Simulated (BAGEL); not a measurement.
# FCI/STO-3G (density fitting with cc-pvqz-jkfit) run of NBrO (nitrosyl bromide)

What is the vertical singlet–triplet gap of NBrO (nitrosyl bromide) at FCI/STO-3G (density fitting with cc-pvqz-jkfit)? 

The calculation is run with BAGEL 1.2.2.

10 further runs of the same task are left out: 5 that didn't finish, 5 set aside as unsound or not needed.

## 1. The structure to begin with

NBrO has 3 atoms, charge 0, and is taken as a singlet. As SMILES, `O=NBr`. The coordinates come from a PBE0-D4/def2-TZVP relaxation.

Bond lengths: O1–N2 1.126 Å, N2–Br3 2.117 Å. Angles: O1–N2–Br3 114.9°.

## 2. A single-point energy at FCI/STO-3G (density fitting with cc-pvqz-jkfit)

Contents of fci.json:

```json
{ "bagel": [

{
  "title": "molecule",
  "basis": "sto-3g",
  "df_basis": "cc-pvqz-jkfit",
  "angstrom": true,
  "geometry": [
    { "atom": "O", "xyz": [       0.941780,      -0.646800,       0.448530 ] },
    { "atom": "N", "xyz": [      -0.044940,      -0.636480,      -0.092930 ] },
    { "atom": "Br", "xyz": [      -0.896840,       1.283280,      -0.355590 ] }
  ]
},

{
  "title": "hf"
},

{
  "title": "fci",
  "nstate": 1,
  "ncore": 11
}

]}
```

Run with:

```sh
$ BAGEL_NUM_THREADS=1 BAGEL fci.json > fci.out
```

Output:

```text
* using 1 threads per process

  ===============================================================
  ===============================================================

  *** Geometry ***

  { "atom" : "O", "xyz" : [      1.779706,     -1.222275,      0.847599 ] },
  { "atom" : "N", "xyz" : [     -0.084924,     -1.202773,     -0.175612 ] },
  { "atom" : "Br", "xyz" : [     -1.694782,      2.425048,     -0.671968 ] },

  Number of auxiliary basis functions:      430

  Since a DF basis is specified, we compute 2- and 3-index integrals:
    o Being stored without compression. Storage requirement is 0.003 GB

  Number of basis functions:       28
  Number of electrons      :       50

    * METHOD: MOLECULE                             0.12

  *** RHF ***

  === Nuclear Repulsion ===
   140.7957855203

      * DIIS with orbital gradients will be used.

  === RHF iteration (sto-3g) ===
      0      -2672.02231101          0.01471272           0.02
      1      -2672.11219472          0.00833691           0.02
      2      -2672.13207544          0.00190150           0.02
      3      -2672.13567471          0.00096642           0.02
      4      -2672.13639641          0.00033685           0.02
      5      -2672.13645988          0.00009221           0.02
      6      -2672.13646423          0.00003971           0.02
      7      -2672.13646514          0.00000760           0.02
      8      -2672.13646518          0.00000131           0.02
      9      -2672.13646518          0.00000041           0.02
     10      -2672.13646518          0.00000010           0.02
     11      -2672.13646518          0.00000005           0.02
     12      -2672.13646518          0.00000002           0.02
     13      -2672.13646518          0.00000000           0.02
    * SCF iteration converged.

    * Permanent dipole moment:
           (   -0.416202,     0.479837,    -0.177424) a.u.

    * METHOD: HF                                   0.35

  ---------------------------
        FCI calculation
  ---------------------------

  Performs exactly the same way as Knowles & Handy 1984 CPL

  o alpha-beta strings
      length:          1360
  o size of the space
      determinant space:  462400
      spin-adapted space: 138720

  o single displacement lists (alpha)
      length:         38080
  o single displacement lists (beta)
      length:         38080

     guess   0:   closed 11111111111111...    open .................

  === FCI iteration ===

      0  0     -2672.13646518     8.12e-04      2.03
      1  0     -2672.28215161     3.85e-04      2.01
      2  0     -2672.30425303     1.98e-04      2.06
      3  0     -2672.31077807     8.33e-05      1.94
      4  0     -2672.31218110     4.27e-05      1.92
      5  0     -2672.31266355     2.78e-05      1.95
      6  0     -2672.31290390     2.18e-05      2.01
      7  0     -2672.31304763     1.59e-05      1.92
      8  0     -2672.31310457     8.86e-06      1.88
      9  0     -2672.31311893     4.08e-06      2.00
     10  0     -2672.31312173     1.78e-06      1.96
     11  0     -2672.31312222     8.50e-07      1.82
     12  0     -2672.31312234     3.50e-07      1.79
     13  0     -2672.31312236     1.69e-07      1.86
     14  0     -2672.31312237     9.08e-08      1.87
     15  0     -2672.31312237     5.30e-08      1.83
     16  0     -2672.31312237     2.96e-08      1.72
     17  0     -2672.31312237     1.50e-08      1.78
     18  0     -2672.31312237     6.85e-09      1.86
     19  0     -2672.31312237     3.02e-09      1.96
    ** throwing out 1 trial vectors **
     20  0     -2672.31312237     1.32e-09      1.94
    ** throwing out 1 trial vectors **
     21  0     -2672.31312237     6.79e-10      1.85
    ** throwing out 1 trial vectors **
     22  0     -2672.31312237     3.51e-10      1.81
    ** throwing out 1 trial vectors **
     23  0     -2672.31312237     1.69e-10      1.88
    ** throwing out 1 trial vectors **
     24  0 *   -2672.31312237     8.01e-11      1.70

     * ci vector, state   0, <S^2> = 0.0000
       22222222222222...     0.9170216122
       2222222222222..2.    -0.1955561947
       222222222.22222..    -0.1507652922
       22222222222b2a.2.     0.0765996588
       22222222222a2b.2.     0.0765996588
       222222222222b2a..     0.0600975449
       222222222222a2b..     0.0600975449
       .    -0.0583948503
       .    -0.0583948503
       .     0.0575642045
       .     0.0575642045
       .     0.0532084604
       .     0.0532084604

    * METHOD: FCI                                 47.76

  ===============================================================
```

Run time: 49 s. Hardware: 1 thread of Arm Neoverse V2, shared host; peak memory 1.3 GiB.

## 3. The triplet at the same level

Contents of input.json:

```json
{ "bagel" : [

{
  "title" : "molecule",
  "basis" : "sto-3g",
  "df_basis" : "cc-pvqz-jkfit",
  "angstrom" : true,
  "geometry" : [
    { "atom" : "O", "xyz" : [    0.941780,   -0.646800,    0.448530 ] },
    { "atom" : "N", "xyz" : [   -0.044940,   -0.636480,   -0.092930 ] },
    { "atom" : "Br", "xyz" : [   -0.896840,    1.283280,   -0.355590 ] }
  ]
},
{ "title" : "hf" },
{ "title" : "fci", "nstate" : 1, "ncore" : 11, "nspin" : 2 }

]}
```

Run with:

```sh
$ BAGEL_NUM_THREADS=1 BAGEL input.json > input.out
```

Output:

```text
* using 1 threads per process

  ===============================================================
  ===============================================================

  *** Geometry ***

  { "atom" : "O", "xyz" : [      1.779706,     -1.222275,      0.847599 ] },
  { "atom" : "N", "xyz" : [     -0.084924,     -1.202773,     -0.175612 ] },
  { "atom" : "Br", "xyz" : [     -1.694782,      2.425048,     -0.671968 ] },

  Number of auxiliary basis functions:      430

  Since a DF basis is specified, we compute 2- and 3-index integrals:
    o Being stored without compression. Storage requirement is 0.003 GB

  Number of basis functions:       28
  Number of electrons      :       50

    * METHOD: MOLECULE                             0.11

  *** RHF ***

  === Nuclear Repulsion ===
   140.7957855203

      * DIIS with orbital gradients will be used.

  === RHF iteration (sto-3g) ===
      0      -2672.02231101          0.01471272           0.02
      1      -2672.11219472          0.00833691           0.02
      2      -2672.13207544          0.00190150           0.02
      3      -2672.13567471          0.00096642           0.02
      4      -2672.13639641          0.00033685           0.02
      5      -2672.13645988          0.00009221           0.02
      6      -2672.13646423          0.00003971           0.02
      7      -2672.13646514          0.00000760           0.02
      8      -2672.13646518          0.00000131           0.02
      9      -2672.13646518          0.00000041           0.02
     10      -2672.13646518          0.00000010           0.02
     11      -2672.13646518          0.00000005           0.02
     12      -2672.13646518          0.00000002           0.02
     13      -2672.13646518          0.00000000           0.02
    * SCF iteration converged.

    * Permanent dipole moment:
           (   -0.416202,     0.479837,    -0.177424) a.u.

    * METHOD: HF                                   0.31

  ---------------------------
        FCI calculation
  ---------------------------

  Performs exactly the same way as Knowles & Handy 1984 CPL

  o alpha-beta strings
      length:          2516
  o size of the space
      determinant space:  323680
      spin-adapted space: 218484

  o single displacement lists (alpha)
      length:          6120
  o single displacement lists (beta)
      length:        154700

     guess   0:   closed 1111111111111....    open .............1.1.

  === FCI iteration ===

      0  0     -2672.05018778     9.42e-04      1.22
      1  0     -2672.17839116     4.19e-04      1.22
      2  0     -2672.20001441     1.53e-04      1.21
      3  0     -2672.20314698     5.31e-05      1.20
      4  0     -2672.20364879     3.02e-05      1.18
      5  0     -2672.20383552     2.40e-05      1.20
      6  0     -2672.20402702     2.53e-05      1.19
      7  0     -2672.20419121     2.33e-05      1.16
      8  0     -2672.20429769     1.62e-05      1.15
      9  0     -2672.20434952     1.24e-05      1.14
     10  0     -2672.20438949     1.38e-05      1.16
     11  0     -2672.20444651     1.54e-05      1.19
     12  0     -2672.20455191     2.03e-05      1.18
     13  0     -2672.20467475     1.82e-05      1.20
     14  0     -2672.20474885     1.29e-05      1.26
     15  0     -2672.20478004     8.02e-06      1.21
     16  0     -2672.20479150     4.81e-06      1.21
     17  0     -2672.20479505     2.23e-06      1.15
     18  0     -2672.20479581     9.78e-07      1.21
     19  0     -2672.20479595     4.82e-07      1.23
    ** throwing out 1 trial vectors **
     20  0     -2672.20479599     2.69e-07      1.17
    ** throwing out 1 trial vectors **
     21  0     -2672.20479600     1.38e-07      1.17
    ** throwing out 1 trial vectors **
     22  0     -2672.20479600     6.10e-08      1.17
    ** throwing out 1 trial vectors **
     23  0     -2672.20479600     2.69e-08      1.17
    ** throwing out 1 trial vectors **
     24  0     -2672.20479600     1.18e-08      1.16
    ** throwing out 1 trial vectors **
     25  0     -2672.20479600     5.35e-09      1.18
    ** throwing out 1 trial vectors **
     26  0     -2672.20479600     2.45e-09      1.24
    ** throwing out 1 trial vectors **
     27  0     -2672.20479600     1.17e-09      1.24
    ** throwing out 1 trial vectors **
     28  0     -2672.20479600     5.52e-10      1.23
    ** throwing out 1 trial vectors **
     29  0     -2672.20479600     2.70e-10      1.23
    ** throwing out 1 trial vectors **
     30  0     -2672.20479600     1.51e-10      1.21
    ** throwing out 1 trial vectors **
     31  0 *   -2672.20479600     9.68e-11      1.14

     * ci vector, state   0, <S^2> = 2.0000
       2222222222222a.a.    -0.8744982301
       22222222222a22.a.     0.2476877868
       222222222222a2a..    -0.2281662742
       222222222.222a2a.    -0.1362437524
       .    -0.1101880383
       .     0.1092016816
       .     0.0739132285
       2222222222a222.a.     0.0631126993
       .     0.0571382347
       .     0.0519592364
       .    -0.0515386531
       22222222222a2a.2.     0.0513889089
       .     0.0505757181

    * METHOD: FCI                                 38.41

  ===============================================================
```

It took 39 s on 1 thread of Arm Neoverse V2, shared host; peak memory 0.91 GiB.

## 4. Results

Level: FCI/STO-3G (density fitting with cc-pvqz-jkfit), 11 core orbitals frozen.

| quantity | value |
| --- | --- |
| singlet: total energy | -2672.31312 Eh |
| triplet: total energy | -2672.20480 Eh |
| vertical energy of the triplet above the singlet | 2.948 eV |

In words: At this shape the triplet lies 2.95 eV (284 kJ/mol) above the singlet. In a minimal basis such a difference can be off by several eV, whatever the method.
